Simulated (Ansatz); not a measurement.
# FGeH5N2O: the cost of one run

Method: the settings change from run to run; program: Ansatz 0.2.0, Gaussian basis.

### Step 1. The molecule

The structure was relaxed beforehand with PBE0-D4 in a triple-zeta def2 set.

SMILES `[NH2][Ge]([NH2])([OH])[F]`, 10 atoms, charge 0, spin multiplicity 1.

Atoms are counted from 1 here; the program's logs count them from 0.

Bond lengths: N1–Ge2 1.806 Å, N1–H6 1.009 Å, N1–H7 1.009 Å, Ge2–N3 1.794 Å, Ge2–O4 1.764 Å, Ge2–F5 1.744 Å, N3–H8 1.008 Å, N3–H9 1.008 Å, O4–H10 0.960 Å. Angles: Ge2–N1–H6 115.5°, Ge2–N1–H7 115.1°, H6–N1–H7 110.3°, N1–Ge2–N3 108.9°, N1–Ge2–O4 120.1°, N1–Ge2–F5 102.8°, N3–Ge2–O4 104.9°, N3–Ge2–F5 116.9°, O4–Ge2–F5 103.8°, Ge2–N3–H8 116.4°, Ge2–N3–H9 116.3°, H8–N3–H9 111.4°, Ge2–O4–H10 111.8°.

Geometry (Å):

```xyz
10
charge 0, multiplicity 1
N    -1.5337    0.5599   -0.2391
Ge    0.2009    0.1642    0.0707
N     0.3149   -1.5312    0.6456
O     1.3829    0.2812   -1.2334
F     0.6882    1.4117    1.1881
H    -1.9683    0.0459   -0.9913
H    -1.7402    1.5443   -0.3229
H    -0.2717   -1.7804    1.4266
H     1.2446   -1.9070    0.7486
H     1.7655    1.1602   -1.2897
```

### Step 2. wB97M-V/aug-cc-pVTZ

Options: a point charge of 1.00 e beside it.

in.yaml reads:

```yaml
crystal:
  periodic: [false, false, false]
  atoms:
    - {symbol: N, position_ang: [-1.533691, 0.559949, -0.239126]}
    - {symbol: Ge, position_ang: [0.200892, 0.164173, 0.070657]}
    - {symbol: N, position_ang: [0.314879, -1.531228, 0.645596]}
    - {symbol: O, position_ang: [1.382870, 0.281211, -1.233417]}
    - {symbol: F, position_ang: [0.688191, 1.411672, 1.188051]}
    - {symbol: H, position_ang: [-1.968346, 0.045895, -0.991271]}
    - {symbol: H, position_ang: [-1.740234, 1.544285, -0.322854]}
    - {symbol: H, position_ang: [-0.271659, -1.780420, 1.426591]}
    - {symbol: H, position_ang: [1.244649, -1.907042, 0.748550]}
    - {symbol: H, position_ang: [1.765549, 1.160204, -1.289676]}
basis:
  gaussian: {orbitals: aug-cc-pVTZ, point_charges: [{charge: 1.00, position_ang: [6.676, 0.958, 0.867]}]}
hamiltonian: {xc: {name: wB97M-V}}
output: {forces: true}
```

Launch:

```sh
> ansatz run in.yaml --threads 4 --pin off --events-out ev --progress --plain --max-ram 10444MiB
```

Q: Estimate wall time and peak memory on 4 threads of Intel Xeon Platinum 8488C, shared host.

About 26 s, with a peak of 2 GiB.
